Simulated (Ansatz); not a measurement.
# BH3O2Si (SMILES B[Si](=O)O): one structure at several levels

A test off equilibrium: a frame of a short trajectory is computed at several levels, and each is set against CCSD(T).

The runs use Ansatz 0.2.0, Gaussian basis; single points in def2-TZVPP.

Cores are frozen in the correlated methods.

1 further run of the same task is left out (it didn't finish).

**1. Where the work starts**

7 atoms, charge 0, spin multiplicity 1.

Atoms are counted from 1 here; the program's logs count them from 0.

Bond lengths: B1–Si2 1.979 Å, B1–H5 1.200 Å, B1–H6 1.235 Å, Si2–O3 1.539 Å, Si2–O4 1.629 Å, O4–H7 0.969 Å. Angles: Si2–B1–H5 122.3°, Si2–B1–H6 122.5°, H5–B1–H6 114.9°, B1–Si2–O3 131.7°, B1–Si2–O4 106.0°, O3–Si2–O4 122.3°, Si2–O4–H7 117.2°.

Geometry (Å):

```tsv
atom	x (Å)	y (Å)	z (Å)
B1	-0.9179	1.0633	-0.0138
Si2	0.5309	-0.2278	0.3765
O3	1.6094	-0.2552	1.4744
O4	0.4464	-1.3619	-0.7896
H5	-0.7819	1.9644	-0.7950
H6	-2.0575	0.9391	0.4443
H7	1.0615	-2.1081	-0.7269
```

**2. PBE-D4/def2-TZVPP**

Contents of run/in.yaml:

```yaml
crystal:
  periodic: [false, false, false]
  atoms:
    - {symbol: B, position_ang: [-0.917851, 1.063334, -0.013756]}
    - {symbol: Si, position_ang: [0.530855, -0.227759, 0.376498]}
    - {symbol: O, position_ang: [1.609412, -0.255240, 1.474435]}
    - {symbol: O, position_ang: [0.446373, -1.361899, -0.789556]}
    - {symbol: H, position_ang: [-0.781896, 1.964413, -0.795002]}
    - {symbol: H, position_ang: [-2.057466, 0.939077, 0.444335]}
    - {symbol: H, position_ang: [1.061525, -2.108120, -0.726904]}
basis:
  gaussian: {orbitals: def2-TZVPP}
hamiltonian: {xc: pbe, dispersion: d4}
output: {forces: true}
```

Command:

```console
$ ansatz run in.yaml --threads 2 --pin off --events-out ev --progress --plain --max-ram 3481MiB
```

**3. r2SCAN-D4/def2-TZVPP**

Edit run/in.yaml of step 2 so:

```diff
@@ -12,3 +12,3 @@
   gaussian: {orbitals: def2-TZVPP}
-hamiltonian: {xc: pbe, dispersion: d4}
+hamiltonian: {xc: r2scan, dispersion: d4}
 output: {forces: true}
```

**4. PBE0-D4/def2-TZVPP**

Edit run/in.yaml of step 3 so:

```diff
@@ -12,3 +12,3 @@
   gaussian: {orbitals: def2-TZVPP}
-hamiltonian: {xc: r2scan, dispersion: d4}
-output: {forces: true}
+hamiltonian: {xc: pbe0, dispersion: d4}
+output: {forces: true, orbitals: {seedname: orbitals}}
```

**5. wB97M-V/def2-TZVPP**

Edit run/in.yaml of step 4 so:

```diff
@@ -12,3 +12,3 @@
   gaussian: {orbitals: def2-TZVPP}
-hamiltonian: {xc: pbe0, dispersion: d4}
-output: {forces: true, orbitals: {seedname: orbitals}}
+hamiltonian: {xc: {name: wB97M-V}}
+output: {forces: true}
```

**6. CCSD(T)/def2-TZVPP**

Edit run/in.yaml of step 5 so:

```diff
@@ -12,3 +12,3 @@
   gaussian: {orbitals: def2-TZVPP}
-hamiltonian: {xc: {name: wB97M-V}}
+correlation: {method: ccsd_t}
 output: {forces: true}
```

(Steps that only read results are left out.)

Q: Predict the outcome of this session. Wanted: energy less free atoms, CCSD(T)/def2-TZVPP; RMS force component; RMS force error; HOMO and LUMO, PBE0-D4; T1 diagnostic.

The runs gave:

```
                                  quantity                                                             value
energy less free atoms, CCSD(T)/def2-TZVPP                                                        -26.051 eV
                       RMS force component                              0.358 to 0.613 eV/Å over the methods
                           RMS force error  PBE-D4 0.288, r2SCAN-D4 0.086, PBE0-D4 0.135, wB97M-V 0.147 eV/Å
                    HOMO and LUMO, PBE0-D4                                                -8.04 and -3.20 eV
                             T1 diagnostic                                                             0.019
```

**Reading.** Against CCSD(T) the functionals' energies less atoms differ by -1.415 to -0.545 eV, PBE-D4 by -1.415 eV. CCSD(T) in triple zeta still lacks some correlation energy of the bonds, so part of these gaps is its own basis error and they don't rank the functionals. On forces the order runs from r2SCAN-D4 to PBE-D4. Frozen-core CCSD(T) forces in triple zeta carry basis errors of their own, and this is one geometry, so small gaps rank nothing.
